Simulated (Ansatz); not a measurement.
Runs of Ansatz 0.2.0 on AlHg. Symmetry: F-43m, No. 216, cubic system. The conventional cell has a = 6.137 Å, b = 6.137 Å, c = 6.137 Å, α = 90.00°, β = 90.00°, γ = 90.00°. Around Al (site symmetry -43m) lie 4 Hg at 2.66 Å. Hg (site symmetry -43m) is surrounded by 4 Al at 2.66 Å. The cell was built by a generator and needn't be a form met in nature.

| task | level | cell | gap on the mesh (eV) | pressure (GPa) | relaxed volume (Å³/atom) |
| --- | --- | --- | --- | --- | --- |
| relaxation of cell and atoms | BLYP | relaxed | none | 0.0 | 31.52 |
| relaxation of the atoms | PBE | atoms relaxed | none | 0.0 | - |
| relaxation of cell and atoms | BLYP+D3(BJ) | relaxed | none | 0.0 | (a) |
| relaxation of cell and atoms | BLYP+D4 | relaxed | none | 0.0 | 28.15 |

Alike in all rows: potentials or basis Ansatz PAW; no spin polarisation; k mesh 8 × 8 × 8; cutoff (eV) 420; smearing fermi-dirac 0.05 eV.

Task: Fill in the values left out.

Result: (a) 27.53.

Caveats: the plane-wave basis is chosen anew once the cell has moved, so the energies of steps on either side of that aren't comparable (some runs); the PAW data sets come from PBE, with cores solved anew for the run's functional, which leaves a small shift of forces and pressure (some runs); pairwise dispersion overbinds metals, which lowers pressure and volume (some runs); the relaxation stopped at its first step, so nothing moved (some runs); the thresholds are loose for stress (some runs).

A k mesh can miss the band edges, and the runs leave out spin-orbit coupling on Hg.

A gap of «none» marks a metal or a gap under the smearing width.
